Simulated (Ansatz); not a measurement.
# BFH2O2: the cost of one run

Program: Ansatz 0.2.0, Gaussian basis. Level of theory: PBE0-D4/def2-TZVP structures, single points in def2-TZVPP, no counterpoise correction. These are calculated values, not measurements.

Levels: SPW92, PBE-D4, BLYP-D4, r2SCAN-D4, B97M-V, PBE0-D4, B3LYP-D4, r2SCAN0-D4, BHLYP-D4, CAM-B3LYP-D4, wB97X-V, wB97M-V, B2PLYP, PBE-QIDH, RPA on PBE, Hartree-Fock, MP2, CCSD, CCSD(T).

Cores are frozen in the correlated methods. B3LYP uses VWN-RPA correlation. B2PLYP carries no dispersion term here.

94 further runs of the same task are left out: 94 set aside as unsound or not needed. Runs told in other sessions of the task aren't counted.

## Step 1: The system as given

The complex: 11 atoms, charge 0, spin multiplicity 1.

Atoms are counted from 1 here; the program's logs count them from 0.

Bond lengths: B1–O3 1.361 Å, B1–O4 1.351 Å, B1–F6 1.333 Å, C2–H5 1.090 Å, C2–H7 1.090 Å, C2–H8 1.090 Å, C2–H9 1.089 Å, O3–H10 0.960 Å, O4–H11 0.960 Å. Angles: O3–B1–O4 121.7°, O3–B1–F6 120.5°, O4–B1–F6 117.9°, H5–C2–H7 109.8°, H5–C2–H8 109.4°, H5–C2–H9 109.3°, H7–C2–H8 109.3°, H7–C2–H9 109.5°, H8–C2–H9 109.6°, B1–O3–H10 113.0°, B1–O4–H11 112.5°.

Geometry (Å):

```
B    -0.5234    0.1773   -1.4678
C     0.9314   -0.0215    1.6475
O    -1.1035   -1.0461   -1.3318
O    -1.1591    1.3093   -1.0928
H     1.5257    0.2470    0.7743
F     0.6990    0.2921   -1.9882
H     0.1678   -0.7470    1.3662
H     1.5802   -0.4571    2.4067
H     0.4533    0.8727    2.0455
H    -0.5425   -1.7636   -1.6343
H    -2.0287    1.1371   -0.7251
```

Its parts: BFH2O2 holds atoms 1, 3, 4, 6, 10, 11; CH4 holds atoms 2, 5, 7, 8, 9. Each part counts its atoms afresh in its own runs.

## Step 2: Relaxing BFH2O2 alone

Contents of relax-a/in.yaml:

```yaml
crystal:
  periodic: [false, false, false]
  atoms:
    - {symbol: B, position_ang: [-0.523436, 0.177266, -1.467839]}
    - {symbol: O, position_ang: [-1.103548, -1.046095, -1.331788]}
    - {symbol: O, position_ang: [-1.159104, 1.309306, -1.092834]}
    - {symbol: F, position_ang: [0.698973, 0.292128, -1.988167]}
    - {symbol: H, position_ang: [-0.542490, -1.763649, -1.634327]}
    - {symbol: H, position_ang: [-2.028668, 1.137064, -0.725126]}
basis:
  gaussian: {orbitals: def2-TZVP}
hamiltonian: {xc: pbe0, dispersion: d4}
relax: {f_tol: 0.005, max_steps: 200}
```

Command:

```sh
$ ansatz run in.yaml --threads 4 --pin off --events-out ev --progress --plain --max-ram 9574MiB
```

**Question.** How long does this run take on 4 threads of Intel Xeon Platinum 8259CL at 2.50GHz, shared host?

About 6.5 s.
